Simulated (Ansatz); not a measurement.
Consider a comparison of functionals at one structure of TiAl, space group P-6m2 (the Ansatz DFT code, driven from Python).

`tial.py`
```python
"""Functional comparison for TiAl (totals differ with the potentials too)."""

import ansatz
from tabulate import tabulate

cell = (
    ansatz.Lattice.of((2.867262, 0.0, 0.0), (-1.433631, 2.483122, 0.0), (0.0, 0.0, 4.678083))
    .atom("Ti", (0.0, 0.0, 0.0))
    .atom("Al", (1 / 3, 2 / 3, 0.5))
)

calculation = (
    cell.calculation()
    .occupations(ansatz.OccupationsMethod.FERMI_DIRAC, width=0.1)
    .kpoints(9, 9, 5)
    .scf(tolerance=1e-07)
    .stress()
)

rows = []
for value in ["lda", "pbesol", "blyp"]:
    report = calculation.functional(value).run(threads=1).report
    rows.append((value, report["free_energy_ev"] / len(report["lattice"]["sites"]), report["n_iterations"], sum(report["stress_gpa"][i][i] for i in range(3)) / 3, report["n_kpoints"]))

print(tabulate(rows, headers=["functional", "F/atom (eV)", "iterations", "P (GPa)", "k-points"], floatfmt=".4f", tablefmt="plain"))
```

Rank the functionals by the pressure that they give at this structure. What does the order say about their lattices?

From lowest to highest: LDA (-6.0 GPa), PBEsol (-2.8 GPa) and BLYP (3.3 GPa). At a fixed cell a lower pressure usually means a smaller equilibrium volume, so LDA prefers the smallest cell and BLYP the largest.

What the script printed:

Running `python tial.py` prints:
```text
DeckWarning: basis.ecutwfc = 420 eV, auto-derived from the records' recommended cutoffs: set by Ti (normal level)
DeckWarning: output.stress: scf.convergence.dr2_threshold = 1e-7 eV (the SCF's general default) is looser than the 2e-10 eV advised for a printed stress (1e-10 eV for each atom of the cell: 2). What an SCF threshold leaves in a stress goes as its square root, and in the free energy as the threshold itself, and one [...]
functional      F/atom (eV)    iterations    P (GPa)    k-points
lda              -1481.8465             6    -6.0214          36
pbesol           -1499.4906             6    -2.7784          36
blyp             -1523.4619             6     3.2613          36
```
(Warnings from the package without file and line, shortened.)

No spin polarisation was allowed. BLYP can be off by several per cent in the lattices of metals, and by several GPa in the pressure at a fixed cell. The mesh is modest for a metal, so energies can be off by several to tens of meV an atom and pressures by half a GPa or more; differences at equal mesh fare better. Pressure is positive in compression. The structure comes from a database of computed cells and needn't be a stable or known phase. Total energies of different functionals can't be compared; pressures, moments and gaps at this one structure can. Wall time of the script: 3.4 s on 1 thread of Intel(R) Xeon(R) Platinum 8488C (Sapphire Rapids), with other jobs on the host, peak memory 0.39 GiB.

(Lines on the test bed's own set-up are left out of the output.)
